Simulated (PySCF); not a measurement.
# One shape, several levels: CH6BNO2 (SMILES COB(N)O)

We compute a comparison of 6 runs (MP2/STO-3G, MP2/3-21G, MP2/6-31G*, MP2/6-31+G*, MP2/6-311+G**, MP2/6-311++G(2d,2p)) of CH6BNO2. 

The results are computed with PySCF 2.14.0.

### 1 Starting point

CH6BNO2 has 11 atoms, charge 0, and is taken as a singlet. SMILES: `COB(N)O`. The coordinates come from a PBE0-D4/def2-TZVP relaxation. This is one conformer, not always the lowest.

Bond lengths: C1–O2 1.404 Å, O2–B3 1.375 Å, B3–N4 1.409 Å, B3–O5 1.372 Å, C1–H6 1.096 Å, C1–H7 1.091 Å, C1–H8 1.096 Å, N4–H9 1.002 Å, N4–H10 1.003 Å, O5–H11 0.959 Å. Some angles: C1–O2–B3 120.9°, O2–B3–N4 123.5°, O2–B3–O5 117.8°, N4–B3–O5 118.7°, O2–C1–H6 111.6°, O2–C1–H7 108.2°, O2–C1–H8 111.6°, B3–N4–H9 124.4°, B3–N4–H10 121.1°, B3–O5–H11 111.1°.

### 2 The energy at MP2/STO-3G (run 1)

run.py reads:

```python
# COB(N)O
from pyscf import gto, mp

mol = gto.M(
    atom='''
C    0.713500   0.851600   1.129700
O   -0.446700   0.102500   0.878500
B   -0.644000  -0.506700  -0.338400
N    0.275800  -0.431900  -1.403700
O   -1.801000  -1.223100  -0.514800
H    0.801300   1.701800   0.443100
H    0.654400   1.238600   2.147600
H    1.616900   0.236000   1.047600
H    1.144100   0.066300  -1.366900
H    0.095200  -0.890900  -2.277500
H   -2.344100  -1.201100   0.275400
''',
    verbose=4,
    max_memory=1860,
    spin=0,
    basis='sto-3g',
)

mf = mol.RHF()
mf.conv_tol = 1e-10
mf.kernel()
if not mf.converged:
    mf = mf.newton().run(mf.mo_coeff, mf.mo_occ)

pt = mp.MP2(mf, frozen=5).run()
e_final = pt.e_tot
print(f'total energy: {e_final:.8f} hartree')
```

Launch:

```sh
$ OMP_NUM_THREADS=1 python run.py
```

Log:

```text
PySCF version 2.14.0

[... 63 lines left out ...]
converged SCF energy = -266.834746062895
[... 1 line left out ...]
******** <class 'pyscf.mp.mp2.RMP2'> ********
nocc = 15, nmo = 26
frozen orbitals 5
E(RMP2) = -267.043599604817  E_corr = -0.208853541922108
E(SCS-RMP2) = -267.056417246435  E_corr = -0.221671183539566
E_corr(same-spin) = -0.0334073847311122
E_corr(oppo-spin) = -0.175446157190996
total energy: -267.04359960 hartree
```

Wall time 0.82 s (1 thread of Arm Neoverse V1, shared host); peak memory 0.12 GiB.

### 3 A single-point energy at MP2/3-21G (run 2)

run.py reads:

```python
from pyscf import gto, mp

mol = gto.M(
    atom=[
    ('C', (0.713500, 0.851600, 1.129700)),
    ('O', (-0.446700, 0.102500, 0.878500)),
    ('B', (-0.644000, -0.506700, -0.338400)),
    ('N', (0.275800, -0.431900, -1.403700)),
    ('O', (-1.801000, -1.223100, -0.514800)),
    ('H', (0.801300, 1.701800, 0.443100)),
    ('H', (0.654400, 1.238600, 2.147600)),
    ('H', (1.616900, 0.236000, 1.047600)),
    ('H', (1.144100, 0.066300, -1.366900)),
    ('H', (0.095200, -0.890900, -2.277500)),
    ('H', (-2.344100, -1.201100, 0.275400)),
],
    max_memory=1860,
    basis='3-21g',
    verbose=4,
    charge=0,
)

mf = mol.RHF()
mf.conv_tol = 1e-10
mf.kernel()
if not mf.converged:
    mf = mf.newton().run(mf.mo_coeff, mf.mo_occ)

pt = mp.MP2(mf, frozen=5).run()
e_tot = pt.e_tot
print(f'total energy: {e_tot:.8f} hartree')
```

Launch:

```sh
$ OMP_NUM_THREADS=1 python run.py
```

Log:

```text
PySCF version 2.14.0

[... 67 lines left out ...]
converged SCF energy = -268.882401970331
[... 1 line left out ...]
******** <class 'pyscf.mp.mp2.RMP2'> ********
nocc = 15, nmo = 52
frozen orbitals 5
E(RMP2) = -269.357275639224  E_corr = -0.474873668892728
E(SCS-RMP2) = -269.354316141911  E_corr = -0.471914171580131
E_corr(same-spin) = -0.113001035874395
E_corr(oppo-spin) = -0.361872633018333
total energy: -269.35727564 hartree
```

It took 1 s on 1 thread of Arm Neoverse V1, shared host; peak memory 0.14 GiB.

Runs 3 to 5 aren't shown in full; the table further down has their settings and results.

### 4 The energy at MP2/6-311++G(2d,2p) (run 6)

run.py reads:

```python
from pyscf import gto, scf, mp

mol = gto.M(
    atom='''
C      0.713500     0.851600     1.129700
O     -0.446700     0.102500     0.878500
B     -0.644000    -0.506700    -0.338400
N      0.275800    -0.431900    -1.403700
O     -1.801000    -1.223100    -0.514800
H      0.801300     1.701800     0.443100
H      0.654400     1.238600     2.147600
H      1.616900     0.236000     1.047600
H      1.144100     0.066300    -1.366900
H      0.095200    -0.890900    -2.277500
H     -2.344100    -1.201100     0.275400
''',
    spin=0,
    basis='6-311++g(2d,2p)',
    verbose=4,
    max_memory=1860,
)

calc0 = scf.RHF(mol)
calc0.conv_tol = 1e-10
calc0.kernel()
if not calc0.converged:
    calc0 = calc0.newton().run(calc0.mo_coeff, calc0.mo_occ)

pt = mp.MP2(calc0, frozen=5).run()
energy = pt.e_tot
print(f'total energy: {energy:.8f} hartree')
```

Launch:

```sh
$ OMP_NUM_THREADS=1 python run.py
```

Log:

```text
PySCF version 2.14.0

[... 67 lines left out ...]
converged SCF energy = -270.462316829019
[... 1 line left out ...]
******** <class 'pyscf.mp.mp2.RMP2'> ********
nocc = 15, nmo = 190
frozen orbitals 5
E(RMP2) = -271.34251363396  E_corr = -0.880196804940758
E(SCS-RMP2) = -271.324904480834  E_corr = -0.862587651814427
E_corr(same-spin) = -0.223440593209019
E_corr(oppo-spin) = -0.656756211731739
total energy: -271.34251363 hartree
```

Run time: 55 s. Hardware: 1 thread of Arm Neoverse V1, shared host; peak memory 2.8 GiB.

### 5 All runs side by side

```csv
run,level,energy (Eh),dipole moment (D) of the reference,HOMO energy (eV),LUMO energy (eV),wall time
1,MP2/STO-3G,-267.043600,1.56,-8.74,11.27,0.82 s
2,MP2/3-21G,-269.357276,2.47,-10.86,6.92,1 s
3,MP2/6-31G* (spherical functions),-271.067438,2.11,-10.99,6.02,2.1 s
4,MP2/6-31+G* (spherical functions),-271.092820,2.24,-11.24,1.56,3.6 s
5,MP2/6-311+G**,-271.271291,2.19,-11.26,1.48,9.6 s
6,"MP2/6-311++G(2d,2p)",-271.342514,2.07,-11.26,1.04,55 s
```

### 6 What came out

| quantity | value |
| --- | --- |
| run 6: total energy | -271.34251 Eh |
| run 6: dipole moment (Hartree–Fock density) | 2.07 D |
| run 6: HOMO energy (Hartree–Fock orbitals) | -11.26 eV |
| run 6: LUMO energy (Hartree–Fock orbitals) | 1.04 eV |
| run 6: HOMO–LUMO gap (Hartree–Fock orbitals) | 12.30 eV |
| run 6: correlation energy (5 core orbitals frozen) | -880.2 mEh |

In run 1 the basis is minimal, so the values are rough. All runs together took 72 s, the longest 55 s.
